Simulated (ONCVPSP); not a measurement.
# An ONCV potential for Pb, from input to tests

Do these settings give a usable potential? It is generated, then checked for transferability, scattering, ghosts and hardness.

Program: ONCVPSP 4.0.1. Reference atom: PBEsol, scalar-relativistic, spherical and spin-unpolarised. All values are calculated.

### Step 1. The design

Typed settings, in words:

```json
{"element": "lead (Pb, Z = 82)", "type": "optimised norm-conserving Vanderbilt (ONCV)", "frozen core": "[Xe] 4f14", "valence charge": "14", "reference configuration": "5d10 6s2 6p1.5 (charge +0.5)", "partial waves": "6s: rc 1.60 bohr, ncon 3, nbas 7, qcut 3.8 1/bohr, 2 projectors, debl 2.1 Ha; 6p: rc 2.00 bohr, ncon 4, nbas 8, qcut 5.4 1/bohr, 2 projectors, debl 2 Ha; 5d: rc 1.75 bohr, ncon 4, nbas 8, qcut 8.9 1/bohr, 2 projectors, debl 2 Ha", "local potential": "polynomial inside 1.40 bohr (lpopt 5, dvloc0 0 Ha)", "core correction": "Teter function, fcfact 3, rcfact 1.05"}
```

### Step 2. Generating the potential

Pb.dat

```
# ATOM AND REFERENCE CONFIGURATION
# atsym  z   nc   nv     iexc    psfile
  Pb 82.00   12    3  -116133      upf
#
#   n    l    f
    1    0    2.00
    2    0    2.00
    2    1    6.00
    3    0    2.00
    3    1    6.00
    3    2   10.00
    4    0    2.00
    4    1    6.00
    4    2   10.00
    4    3   14.00
    5    0    2.00
    5    1    6.00
    5    2   10.00
    6    0    2.00
    6    1    1.50
#
# PSEUDOPOTENTIAL AND OPTIMIZATION
# lmax
    2
#
#   l,   rc,      ep,       ncon, nbas, qcut
    0    1.60    0.00    3    7    3.80
    1    2.00    0.00    4    8    5.40
    2    1.75    0.00    4    8    8.90
#
# LOCAL POTENTIAL
# lloc, lpopt,  rc(5),   dvloc0
    4    5    1.40    0.00
#
# VANDERBILT-KLEINMAN-BYLANDER PROJECTORs
# l, nproj, debl
    0    2    2.10
    1    2    2.00
    2    2    2.00
#
# MODEL CORE CHARGE
# icmod, fcfact, rcfact
    3    3.00    1.05
#
# LOG DERIVATIVE ANALYSIS
# epsh1, epsh2, depsh
   -2.00    5.00    0.02
#
# OUTPUT GRID
# rlmax, drl
    6.00    0.01
#
# TEST CONFIGURATIONS
# ncnf
    4
# nvcnf
#   n    l    f
    3
    5    2   10.00
    6    0    2.00
    6    1    2.00
#
    3
    5    2   10.00
    6    0    2.00
    6    1    1.00
#
    3
    5    2   10.00
    6    0    2.00
    6    1    0.00
#
    3
    5    2   10.00
    6    0    0.00
    6    1    0.00
#
```

Command:

```bash
oncvpsp.x < Pb.dat > Pb.out
```

**Question.** What will these runs give? Wanted: cutoffs for 1 and 0.1 mHa per electron, occupied waves; bound ghosts; GHOST(+) flags; largest test error; largest phase difference near zero energy, channels read; rms error of d²Exc/dn², without and with the model core.

The runs gave:

| quantity | value |
| --- | --- |
| cutoffs for 1 and 0.1 mHa per electron, occupied waves | 39 Ha and 64 Ha |
| bound ghosts | s at -106.37 eV, p at -37.95 eV |
| GHOST(+) flags | s at 311 eV (1 near or above the test basis's cutoff) |
| largest test error (AE − PS) | -11 meV, for 5d10 6s2 6p0 (1 test unsolved) |
| largest phase difference near zero energy, channels read | 0.003 rad |
| rms error of d²Exc/dn², without and with the model core | 3.73 and 2.67 mHa |

It has a bound ghost (s, p), a state that the atom doesn't have, and that rules the file out. The worst unpolarised test, 5d10 6s2 6p0, is off by 11 meV on 17.5 eV; by total energies transferability rates as good where solved. Atomic tests can pass in spite of a ghost, since they solve only for the levels asked. Of the tests 1 gave no usable energy difference, which is a warning in itself. It counts as hard, with 39 Ha needed at the looser tolerance. At the looser tolerance the 6s wave is the slowest; 5d needs 26 Ha. Near zero energy the phases of the channels with partial waves agree within 0.003 rad. The pseudo curves have a pole with no partner nearby in the atom's: p at -1.37 Ha. The program also flags highly localised states, GHOST(+) (s).
